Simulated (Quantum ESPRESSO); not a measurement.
# Ta3N (P-3m1) in Quantum ESPRESSO: further runs

The runs below take Ta3N through band structure, single point, equation of state, with PBEsol, LDA.

All numbers are computed with Quantum ESPRESSO 7.5; they aren't measurements. Logs are shortened: lines on timing, memory, paths and dates and some standing lists are left out, and cuts for length are marked.

**1. The structure**

The structure is trigonal, space group P-3m1 (No. 164). The conventional cell has a = 3.032 Å, b = 3.032 Å, c = 7.524 Å, α = 90.00°, β = 90.00°, γ = 120.00°. Ta (site symmetry 3m) is surrounded by 3 N at 2.19 Å. Around Ta (site symmetry -3m) lie 12 Ta at 3.01 to 3.03 Å. Around N (site symmetry -3m) lie 6 Ta at 2.19 Å.

The cell comes from a database or a generator and needn't be the stable form of this composition.

**2. Band structure, PBEsol**

pw.in

```
&CONTROL
  calculation = 'scf'
  prefix = 'pwscf'
  outdir = './tmp'
  pseudo_dir = './pseudo'
  tprnfor = .true.
  tstress = .true.
  disk_io = 'low'
/
&SYSTEM
  ibrav = 0
  celldm(1) = 8
  nat = 4
  ntyp = 2
  ecutwfc = 56
  ecutrho = 448
  nbnd = 31
  occupations = 'smearing'
  smearing = 'fd'
  degauss = 0.00367493
/
&ELECTRONS
  conv_thr = 8d-10
  electron_maxstep = 120
  mixing_beta = 0.5
/
ATOMIC_SPECIES
Ta   180.9479 ta_pbesol_v1.uspp.F.UPF
N     14.0070 n_pbesol_v1.2.uspp.F.UPF
CELL_PARAMETERS alat
  0.7162591107064   0.0000000000000   0.0000000000000
 -0.3581295553650   0.6202985855671   0.0000000000000
  0.0000000000000   0.0000000000000   1.7773197817704
ATOMIC_POSITIONS crystal
Ta     0.6666666667    0.3333333333    0.8260700000
Ta     0.3333333333    0.6666666667    0.1739300000
Ta     0.0000000000    0.0000000000    0.5000000000
N      0.0000000000    0.0000000000    0.0000000000
K_POINTS automatic
10 10 4 0 0 0
```

bands.in

```
&CONTROL
  calculation = 'bands'
  prefix = 'pwscf'
  outdir = './tmp'
  pseudo_dir = './pseudo'
  disk_io = 'low'
  verbosity = 'high'
/
&SYSTEM
  ibrav = 0
  celldm(1) = 8
  nat = 4
  ntyp = 2
  ecutwfc = 56
  ecutrho = 448
  nbnd = 31
  occupations = 'smearing'
  smearing = 'fd'
  degauss = 0.00367493
/
&ELECTRONS
  conv_thr = 1d-08
  electron_maxstep = 120
  mixing_beta = 0.5
  diago_full_acc = .true.
  startingwfc = 'random'
/
ATOMIC_SPECIES
Ta   180.9479 ta_pbesol_v1.uspp.F.UPF
N     14.0070 n_pbesol_v1.2.uspp.F.UPF
CELL_PARAMETERS alat
  0.7162591107064   0.0000000000000   0.0000000000000
 -0.3581295553650   0.6202985855671   0.0000000000000
  0.0000000000000   0.0000000000000   1.7773197817704
ATOMIC_POSITIONS crystal
Ta     0.6666666667    0.3333333333    0.8260700000
Ta     0.3333333333    0.6666666667    0.1739300000
Ta     0.0000000000    0.0000000000    0.5000000000
N      0.0000000000    0.0000000000    0.0000000000
K_POINTS crystal
60
 0.0000000000  0.0000000000  0.0000000000 1
 0.0625000000  0.0000000000  0.0000000000 1
 0.1250000000  0.0000000000  0.0000000000 1
 0.1875000000  0.0000000000  0.0000000000 1
 0.2500000000  0.0000000000  0.0000000000 1
 0.3125000000  0.0000000000  0.0000000000 1
 0.3750000000  0.0000000000  0.0000000000 1
 0.4375000000  0.0000000000  0.0000000000 1
 0.5000000000  0.0000000000  0.0000000000 1
 0.4583333333  0.0833333333  0.0000000000 1
 0.4166666667  0.1666666667  0.0000000000 1
 0.3750000000  0.2500000000  0.0000000000 1
 0.3333333333  0.3333333333  0.0000000000 1
 0.3000000000  0.3000000000  0.0000000000 1
 0.2666666667  0.2666666667  0.0000000000 1
 0.2333333333  0.2333333333  0.0000000000 1
 0.2000000000  0.2000000000  0.0000000000 1
 0.1666666667  0.1666666667  0.0000000000 1
 0.1333333333  0.1333333333  0.0000000000 1
 0.1000000000  0.1000000000  0.0000000000 1
 0.0666666667  0.0666666667  0.0000000000 1
 0.0333333333  0.0333333333  0.0000000000 1
 0.0000000000  0.0000000000  0.0000000000 1
 0.0000000000  0.0000000000  0.1666666667 1
 0.0000000000  0.0000000000  0.3333333333 1
 0.0000000000  0.0000000000  0.5000000000 1
 0.0555555556  0.0000000000  0.5000000000 1
 0.1111111111  0.0000000000  0.5000000000 1
 0.1666666667  0.0000000000  0.5000000000 1
 0.2222222222  0.0000000000  0.5000000000 1
 0.2777777778  0.0000000000  0.5000000000 1
 0.3333333333  0.0000000000  0.5000000000 1
 0.3888888889  0.0000000000  0.5000000000 1
 0.4444444444  0.0000000000  0.5000000000 1
 0.5000000000  0.0000000000  0.5000000000 1
 0.4666666667  0.0666666667  0.5000000000 1
 0.4333333333  0.1333333333  0.5000000000 1
 0.4000000000  0.2000000000  0.5000000000 1
 0.3666666667  0.2666666667  0.5000000000 1
 0.3333333333  0.3333333333  0.5000000000 1
 0.3055555556  0.3055555556  0.5000000000 1
 0.2777777778  0.2777777778  0.5000000000 1
 0.2500000000  0.2500000000  0.5000000000 1
 0.2222222222  0.2222222222  0.5000000000 1
 0.1944444444  0.1944444444  0.5000000000 1
 0.1666666667  0.1666666667  0.5000000000 1
 0.1388888889  0.1388888889  0.5000000000 1
 0.1111111111  0.1111111111  0.5000000000 1
 0.0833333333  0.0833333333  0.5000000000 1
 0.0555555556  0.0555555556  0.5000000000 1
 0.0277777778  0.0277777778  0.5000000000 1
 0.0000000000  0.0000000000  0.5000000000 1
 0.5000000000  0.0000000000  0.5000000000 1
 0.5000000000  0.0000000000  0.3333333333 1
 0.5000000000  0.0000000000  0.1666666667 1
 0.5000000000  0.0000000000  0.0000000000 1
 0.3333333333  0.3333333333  0.0000000000 1
 0.3333333333  0.3333333333  0.1666666667 1
 0.3333333333  0.3333333333  0.3333333333 1
 0.3333333333  0.3333333333  0.5000000000 1
```

Potentials or basis: GBRV 1.5 PBEsol.

Command:

```console
$ OMP_NUM_THREADS=1 mpirun -n 2 pw.x -nk 2 -in pw.in > pw.out
$ OMP_NUM_THREADS=1 mpirun -n 2 pw.x -nk 2 -in bands.in > bands.out
```

pw.out:

```text
This program is part of the open-source Quantum ESPRESSO suite
     for quantum simulation of materials; please cite
         "P. Giannozzi et al., J. Phys.:Condens. Matter 21 395502 (2009);
         "P. Giannozzi et al., J. Phys.:Condens. Matter 29 465901 (2017);
         "P. Giannozzi et al., J. Chem. Phys. 152 154105 (2020);
     in publications or presentations arising from this work. More details at

     Message from routine setup:
     using ibrav=0 with symmetry is DISCOURAGED, use correct ibrav instead

     K-points division:     npool     =       2
     Subspace diagonalization in iterative solution of the eigenvalue problem:
     a serial algorithm will be used

     G-vector sticks info
     --------------------
     sticks:   dense  smooth     PW     G-vecs:    dense   smooth      PW
     Sum        1027     511    151                64853    23029    3751

     Using Slab Decomposition

     bravais-lattice index     =            0
     lattice parameter (alat)  =       8.0000  a.u.
     unit-cell volume          =     404.3026 (a.u.)^3
     number of atoms/cell      =            4
     number of atomic types    =            2
     number of electrons       =        44.00
     number of Kohn-Sham states=           31
     kinetic-energy cutoff     =      56.0000  Ry
     charge density cutoff     =     448.0000  Ry
     scf convergence threshold =      8.0E-10
     mixing beta               =       0.5000
     number of iterations used =            8  plain     mixing
     Exchange-correlation= SLA  PW   PSX  PSC
                           (   1   4  10   8   0   0   0)

     celldm(1)=   8.000000  celldm(2)=   0.000000  celldm(3)=   0.000000
     celldm(4)=   0.000000  celldm(5)=   0.000000  celldm(6)=   0.000000

     crystal axes: (cart. coord. in units of alat)
               a(1) = (   0.716259   0.000000   0.000000 )
               a(2) = (  -0.358130   0.620299   0.000000 )
               a(3) = (   0.000000   0.000000   1.777320 )

     reciprocal axes: (cart. coord. in units 2 pi/alat)
               b(1) = (  1.396143  0.806063 -0.000000 )
               b(2) = (  0.000000  1.612127  0.000000 )
               b(3) = (  0.000000 -0.000000  0.562645 )

     PseudoPot. # 1 for Ta read from file:
     ta_pbesol_v1.uspp.F.UPF
     Pseudo is Ultrasoft + core correction, Zval = 13.0
     Generated by new atomic code, or converted to UPF format
     Using radial grid of  921 points,  7 beta functions with:
                l(1) =   0
                l(2) =   0
                l(3) =   1
                l(4) =   1
                l(5) =   2
                l(6) =   2
                l(7) =   3
     Q(r) pseudized with  6 coefficients,  rinner =    1.300   1.300   1.300
                                                       1.300   1.300   1.300
                                                       1.300

     PseudoPot. # 2 for N  read from file:
     n_pbesol_v1.2.uspp.F.UPF
     Pseudo is Ultrasoft + core correction, Zval =  5.0
     Generated by new atomic code, or converted to UPF format
     Using radial grid of  729 points,  4 beta functions with:
                l(1) =   0
                l(2) =   0
                l(3) =   1
                l(4) =   1
     Q(r) pseudized with  8 coefficients,  rinner =    0.900   0.900   0.900

     atomic species   valence    mass     pseudopotential
     Ta               13.00   180.94790     Ta( 1.00)
     N                 5.00    14.00700     N ( 1.00)

     12 Sym. Ops., with inversion, found

   Cartesian axes

     site n.     atom                  positions (alat units)
         1        Ta     tau(   1) = (   0.3581296   0.2067662   1.4681906  )
         2        Ta     tau(   2) = (  -0.0000000   0.4135324   0.3091292  )
         3        Ta     tau(   3) = (   0.0000000   0.0000000   0.8886599  )
         4        N      tau(   4) = (   0.0000000   0.0000000   0.0000000  )

     number of k points=    50  Fermi-Dirac smearing, width (Ry)=  0.0037
                       cart. coord. in units 2pi/alat
[... 40 lines left out ...]

          k = 0.0000-0.8061 0.0000 (  2874 PWs)   bands (ev):

   -49.5590 -49.5509 -49.0202 -16.5996 -16.5382 -16.2029 -16.0142 -15.9812
   -15.9165 -15.7591 -15.3951 -15.3423   2.5092  10.4396  12.1190  12.9996
    14.4458  14.9122  15.5687  17.5149  18.1741  18.8713  19.3651  19.5662
    22.1695  22.6909  23.0393  23.6565  23.7639  24.0878  24.1885

          k = 0.0000-0.8061 0.1407 (  2856 PWs)   bands (ev):

   -49.5590 -49.5508 -49.0202 -16.6138 -16.5212 -16.1756 -16.0257 -16.0107
   -15.9208 -15.7514 -15.3883 -15.3416   2.5102  10.3931  12.0981  12.9907
    14.6216  14.9727  15.6871  17.3614  17.7936  19.0786  19.4665  19.5857
    21.6441  22.9364  23.1135  23.4258  23.5461  24.2849  24.4042

          k = 0.0000-0.8061-0.2813 (  2900 PWs)   bands (ev):

   -49.5591 -49.5508 -49.0203 -16.6248 -16.5067 -16.1111 -16.1051 -16.0067
   -15.9254 -15.7467 -15.3815 -15.3409   2.5112  10.3485  12.0777  12.9818
    14.8604  14.9918  15.7835  17.3636  17.4395  18.8387  19.6288  19.9214
    21.0837  23.0725  23.1449  23.4874  23.7228  24.1948  24.2730

          k = 0.1396 0.2418 0.0000 (  2857 PWs)   bands (ev):

   -49.6033 -49.5804 -49.0538 -16.3933 -16.1405 -15.9728 -15.9726 -15.8583
   -15.8277 -15.3659 -15.3604 -15.2359   1.9397  10.9056  11.8063  13.1893
    13.3855  15.7717  16.2765  17.1575  18.0671  18.5024  18.8225  19.3226
    19.5432  20.2219  20.6458  21.1485  22.0368  22.7481  22.8761
[... 183 lines left out ...]
          k = 0.0000 0.6449-0.1407 (  2863 PWs)   bands (ev):

   -49.5654 -49.5541 -49.0246 -16.5435 -16.4591 -16.1739 -16.0609 -15.9920
   -15.9073 -15.7020 -15.3785 -15.3272   2.4477  10.5197  12.0922  13.0406
    14.7236  14.9401  15.6584  17.3141  17.9809  18.6542  19.2493  19.4919
    21.7201  22.4080  22.6709  22.9103  23.0078  23.1210  23.4341

          k =-0.1396 0.4030-0.1407 (  2859 PWs)   bands (ev):

   -49.5868 -49.5687 -49.0410 -16.3774 -16.2152 -16.1675 -16.0211 -15.9280
   -15.8804 -15.5103 -15.3755 -15.2896   2.1873  11.2280  11.7097  12.9219
    14.1663  15.5141  16.3575  16.7991  17.4925  18.2529  18.8094  19.4859
    20.4272  20.8099  21.7053  21.7442  22.1901  22.9040  23.0252

          k =-0.1396 0.5642-0.1407 (  2858 PWs)   bands (ev):

   -49.5702 -49.5571 -49.0282 -16.4623 -16.3831 -16.1912 -16.0626 -15.9893
   -15.9307 -15.6458 -15.3776 -15.3416   2.4019  10.8246  12.0972  12.7619
    14.8810  15.2301  15.9147  17.0037  17.8037  18.1620  18.7670  19.7022
    21.2127  21.9730  22.1131  22.6168  22.9725  23.1414  23.3568

          k =-0.1396 0.7255-0.1407 (  2877 PWs)   bands (ev):

   -49.5591 -49.5507 -49.0202 -16.5728 -16.4850 -16.1609 -16.0801 -16.0182
   -15.9597 -15.7235 -15.3859 -15.3727   2.5203  10.5612  12.1787  12.6865
    14.9787  15.2108  15.8231  17.2381  17.7231  18.6036  18.9193  19.9732
    21.7084  22.5347  22.8622  23.1593  23.5020  23.6564  24.1711

          k =-0.2792 0.6449-0.1407 (  2859 PWs)   bands (ev):

   -49.5591 -49.5507 -49.0202 -16.4903 -16.4136 -16.1816 -16.1376 -16.0420
   -16.0106 -15.6718 -15.4475 -15.3799   2.5372  10.9695  12.1402  12.3296
    15.4971  15.7430  16.1765  16.8395  17.6411  17.8384  18.4519  19.8505
    21.2934  22.0676  22.4293  23.1620  23.4780  23.8532  24.1251

     the Fermi energy is    18.6824 ev

!    total energy              =    -445.51290628 Ry
     estimated scf accuracy    <          4.9E-10 Ry
     smearing contrib. (-TS)   =      -0.00185307 Ry
     internal energy E=F+TS    =    -445.51105320 Ry

     The total energy is F=E-TS. E is the sum of the following terms:
     one-electron contribution =     -52.00576881 Ry
     hartree contribution      =      49.06840007 Ry
     xc contribution           =    -131.36332957 Ry
     ewald contribution        =    -311.21035490 Ry

     convergence has been achieved in  11 iterations

     negative rho (up, down):  2.979E-01 0.000E+00

     Forces acting on atoms (cartesian axes, Ry/au):

     atom    1 type  1   force =    -0.00000000   -0.00000000    0.01430173
     atom    2 type  1   force =     0.00000000    0.00000000   -0.01430173
     atom    3 type  1   force =     0.00000000   -0.00000000    0.00000000
     atom    4 type  2   force =     0.00000000    0.00000000    0.00000000

     Total force =     0.020226     Total SCF correction =     0.000136

     Computing stress (Cartesian axis) and pressure

     negative rho (up, down):  2.979E-01 0.000E+00
          total   stress  (Ry/bohr**3)                   (kbar)     P=      -81.53
  -0.00056568  -0.00000000   0.00000000          -83.21       -0.00        0.00
  -0.00000000  -0.00056568   0.00000000           -0.00      -83.21        0.00
   0.00000000   0.00000000  -0.00053130            0.00        0.00      -78.16

=------------------------------------------------------------------------------=
   JOB DONE.
=------------------------------------------------------------------------------=
```

Wall time 1.8 min (2 MPI ranks of Arm Neoverse V1, shared host); peak memory 0.6 GiB.

What came out:

* Free energy: -6061.5119 eV
* Pressure: -8.2 GPa
* Largest force: 0.368 eV/Å
* Band gap on the k mesh: none (metal or under the smearing width)

Forces in eV/Å, atoms in the order of the input:
```
Ta   0.000  0.000  0.368
Ta   0.000  0.000 -0.368
Ta   0.000  0.000  0.000
N    0.000  0.000  0.000
```

Levels at the corners of the path, in eV from the Fermi level:
```tsv
point	band 20	band 21	band 22	band 23	band 24	band 25
Γ	-0.48	-0.48	-0.31	0.27	0.27	0.94
M	-1.17	-0.51	0.19	0.68	0.88	3.49
K	-1.40	-1.40	-0.51	0.50	0.50	3.20
Γ	-0.48	-0.48	-0.31	0.27	0.27	0.94
A	-1.13	-0.26	-0.26	0.54	0.54	1.22
L	-1.32	-1.24	0.16	0.95	1.24	2.40
H	-1.43	-1.43	-1.41	0.42	0.42	3.02
A	-1.13	-0.26	-0.26	0.54	0.54	1.22
L	-1.32	-1.24	0.16	0.95	1.24	2.40
M	-1.17	-0.51	0.19	0.68	0.88	3.49
K	-1.40	-1.40	-0.51	0.50	0.50	3.20
H	-1.43	-1.43	-1.41	0.42	0.42	3.02
```

Caveat: spin-orbit coupling is left out, which moves the levels of the heavy elements.

**3. Single point, LDA, 14.08 Å³/atom**

pw.in, as its differences from that of step 2:

```diff
@@ -7,3 +7,3 @@
   tstress = .true.
-  disk_io = 'low'
+  disk_io = 'nowf'
 /
@@ -11,3 +11,2 @@
   ibrav = 0
-  celldm(1) = 8
   nat = 4
@@ -27,8 +26,8 @@
 ATOMIC_SPECIES
-Ta   180.9479 ta_pbesol_v1.uspp.F.UPF
-N     14.0070 n_pbesol_v1.2.uspp.F.UPF
-CELL_PARAMETERS alat
-  0.7162591107064   0.0000000000000   0.0000000000000
- -0.3581295553650   0.6202985855671   0.0000000000000
-  0.0000000000000   0.0000000000000   1.7773197817704
+Ta   180.9479 ta_lda_v1.uspp.F.UPF
+N     14.0070 n_lda_v1.2.uspp.F.UPF
+CELL_PARAMETERS angstrom
+   2.9703244971    0.0000000000    0.0000000000
+  -1.4851622486    2.5723764720    0.0000000000
+   0.0000000000    0.0000000000    7.3705400853
 ATOMIC_POSITIONS crystal
```

Potentials or basis: GBRV 1.5 LDA.

Command:

```console
$ OMP_NUM_THREADS=1 mpirun -n 2 pw.x -nk 2 -in pw.in > pw.out
```

Run time: 55 s. Hardware: 2 MPI ranks of Arm Neoverse V1, shared host; peak memory 0.58 GiB.

It converged, with:

* Free energy: -6069.3144 eV
* Pressure: 2.6 GPa
* Largest force: 0.070 eV/Å
* Band gap on the k mesh: none (metal or under the smearing width)

**4. Single point, LDA, 14.38 Å³/atom**

pw.in, as its differences from that of step 3:

```diff
@@ -29,5 +29,5 @@
 CELL_PARAMETERS angstrom
-   2.9703244971    0.0000000000    0.0000000000
-  -1.4851622486    2.5723764720    0.0000000000
-   0.0000000000    0.0000000000    7.3705400853
+   2.9912429644    0.0000000000    0.0000000000
+  -1.4956214823    2.5904923961    0.0000000000
+   0.0000000000    0.0000000000    7.4224470073
 ATOMIC_POSITIONS crystal
```

Command:

```console
$ OMP_NUM_THREADS=1 mpirun -n 2 pw.x -nk 2 -in pw.in > pw.out
```

Wall time 51 s (2 MPI ranks of Arm Neoverse V1, shared host); peak memory 0.58 GiB.

It converged, with:

```
Free energy            : -6069.3123 eV
Pressure               : -3.2 GPa
Largest force          : 0.227 eV/Å
Band gap on the k mesh : none (metal or under the smearing width)
```

[end of part 1 of 2]
